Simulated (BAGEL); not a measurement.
# HF/STO-3G (density fitting with cc-pvqz-jkfit) run of BCl2F (dichlorofluoroborane)

Aim: the vertical singlet–triplet gap of BCl2F (dichlorofluoroborane) at HF/STO-3G (density fitting with cc-pvqz-jkfit), from 2 runs. 

Program for the calculation: BAGEL 1.2.2.

2 further runs of the same task are left out: 2 set aside as unsound or not needed.

### 1 Starting point

BCl2F: 4 atoms, total charge 0, spin state singlet. As SMILES, `FB(Cl)Cl`. Geometry: relaxed at PBE0-D4/def2-TZVP.

Bond lengths: F1–B2 1.310 Å, B2–Cl3 1.739 Å, B2–Cl4 1.739 Å. Angles: F1–B2–Cl3 119.3°, F1–B2–Cl4 119.3°, Cl3–B2–Cl4 121.5°.

### 2 A single-point energy at HF/STO-3G (density fitting with cc-pvqz-jkfit)

hf.json reads:

```json
{ "bagel" : [

{
  "title" : "molecule",
  "basis" : "sto-3g",
  "df_basis" : "cc-pvqz-jkfit",
  "angstrom" : true,
  "geometry" : [
    { "atom" : "F", "xyz" : [       0.114370,      -1.165320,      -0.781190 ] },
    { "atom" : "B", "xyz" : [       0.007910,      -0.080610,      -0.054040 ] },
    { "atom" : "Cl", "xyz" : [      -1.549540,       0.373780,       0.571420 ] },
    { "atom" : "Cl", "xyz" : [       1.427260,       0.872140,       0.263810 ] }
  ]
},

{ "title" : "hf" },

{ "title" : "print", "file" : "orbitals.molden", "orbitals" : true }

]}
```

The run is started by

```
$ BAGEL_NUM_THREADS=1 BAGEL hf.json > hf.out
```

Log:

```text
* using 1 threads per process

  ===============================================================
  ===============================================================

  *** Geometry ***

  { "atom" : "F", "xyz" : [      0.216128,     -2.202136,     -1.476235 ] },
  { "atom" : "B", "xyz" : [      0.014948,     -0.152331,     -0.102121 ] },
  { "atom" : "Cl", "xyz" : [     -2.928206,      0.706342,      1.079827 ] },
  { "atom" : "Cl", "xyz" : [      2.697131,      1.648106,      0.498529 ] },

  Number of auxiliary basis functions:      508

  Since a DF basis is specified, we compute 2- and 3-index integrals:
    o Being stored without compression. Storage requirement is 0.003 GB

  Number of basis functions:       28
  Number of electrons      :       48

    * METHOD: MOLECULE                             0.14

  *** RHF ***

  === Nuclear Repulsion ===
   181.6690727857

      * DIIS with orbital gradients will be used.

  === RHF iteration (sto-3g) ===
      0      -1031.59395729          0.02068493           0.02
      1      -1031.70382681          0.00675549           0.02
      2      -1031.71371687          0.00070067           0.02
      3      -1031.71391712          0.00010873           0.02
      4      -1031.71392399          0.00002269           0.02
      5      -1031.71392431          0.00000428           0.02
      6      -1031.71392433          0.00000118           0.02
      7      -1031.71392433          0.00000034           0.02
      8      -1031.71392433          0.00000008           0.02
      9      -1031.71392433          0.00000002           0.02
     10      -1031.71392433          0.00000000           0.02
    * SCF iteration converged.

    * Permanent dipole moment:
           (   -0.039259,     0.400043,     0.268183) a.u.

    * METHOD: HF                                   0.22

    * METHOD: PRINT                                0.00

  ===============================================================
```

Run time: 0.52 s. Hardware: 1 thread of Arm Neoverse V2, shared host.

### 3 The triplet, same level

input.json reads:

```json
{ "bagel" : [

{
  "title" : "molecule",
  "basis" : "sto-3g",
  "df_basis" : "cc-pvqz-jkfit",
  "angstrom" : "true",
  "geometry" : [
    { "atom" : "F", "xyz" : [    0.114370,   -1.165320,   -0.781190 ] },
    { "atom" : "B", "xyz" : [    0.007910,   -0.080610,   -0.054040 ] },
    { "atom" : "Cl", "xyz" : [   -1.549540,    0.373780,    0.571420 ] },
    { "atom" : "Cl", "xyz" : [    1.427260,    0.872140,    0.263810 ] }
  ]
},
{ "title" : "uhf", "charge" : 0, "nopen" : 2 },
{ "title" : "print", "file" : "orbitals.molden", "orbitals" : "true" }

]}
```

The run is started by

```
$ BAGEL_NUM_THREADS=1 BAGEL input.json > input.out
```

Log:

```text
* using 1 threads per process

  ===============================================================
  ===============================================================

  *** Geometry ***

  { "atom" : "F", "xyz" : [      0.216128,     -2.202136,     -1.476235 ] },
  { "atom" : "B", "xyz" : [      0.014948,     -0.152331,     -0.102121 ] },
  { "atom" : "Cl", "xyz" : [     -2.928206,      0.706342,      1.079827 ] },
  { "atom" : "Cl", "xyz" : [      2.697131,      1.648106,      0.498529 ] },

  Number of auxiliary basis functions:      508

  Since a DF basis is specified, we compute 2- and 3-index integrals:
    o Being stored without compression. Storage requirement is 0.003 GB

  Number of basis functions:       28
  Number of electrons      :       48

    * METHOD: MOLECULE                             0.14

  *** Open-shell HF ***

  === Nuclear Repulsion ===
   181.6690727857

      * DIIS with orbital gradients will be used.

  === UHF iteration (sto-3g) ===
      0      -1031.35847131          0.02330230           0.03
      1      -1031.40056612          0.00501517           0.03
      2      -1031.40384977          0.00198465           0.03
      3      -1031.40472579          0.00111446           0.03
      4      -1031.40574694          0.00081652           0.03
      5      -1031.40665702          0.00064729           0.03
      6      -1031.40764536          0.00038688           0.03
      7      -1031.40800351          0.00021880           0.03
      8      -1031.40801213          0.00008965           0.03
      9      -1031.40801567          0.00004004           0.03
     10      -1031.40801616          0.00000500           0.03
     11      -1031.40801617          0.00000100           0.03
     12      -1031.40801618          0.00000032           0.03
     13      -1031.40801618          0.00000015           0.03
     14      -1031.40801618          0.00000012           0.03
     15      -1031.40801618          0.00000012           0.03
     16      -1031.40801618          0.00000010           0.03
     17      -1031.40801618          0.00000005           0.03
     18      -1031.40801618          0.00000004           0.03
     19      -1031.40801618          0.00000003           0.03
     20      -1031.40801618          0.00000001           0.03
     21      -1031.40801618          0.00000000           0.03
    * SCF iteration converged.

    * S^2 (UHF) is 2.0121

    * Permanent dipole moment:
           (    0.046252,    -0.471228,    -0.315906) a.u.

    * METHOD: UHF                                  0.76

    * METHOD: PRINT                                0.00

  ===============================================================
```

It took 1.1 s on 1 thread of Arm Neoverse V2, shared host.

### 4 Results

At HF/STO-3G (density fitting with cc-pvqz-jkfit):

```
                                        quantity           value
                           singlet: total energy  -1031.71392 Eh
                          singlet: dipole moment          1.23 D
                            singlet: HOMO energy       -11.40 eV
                            singlet: LUMO energy         5.83 eV
                          singlet: HOMO–LUMO gap        17.23 eV
                           triplet: total energy  -1031.40802 Eh
                          triplet: dipole moment          1.45 D
                                   triplet: ⟨S²⟩           2.012
vertical energy of the triplet above the singlet        8.324 eV
```

What this shows: At this shape the triplet lies 8.32 eV (803 kJ/mol) above the singlet. In a minimal basis such a difference can be off by several eV, whatever the method.
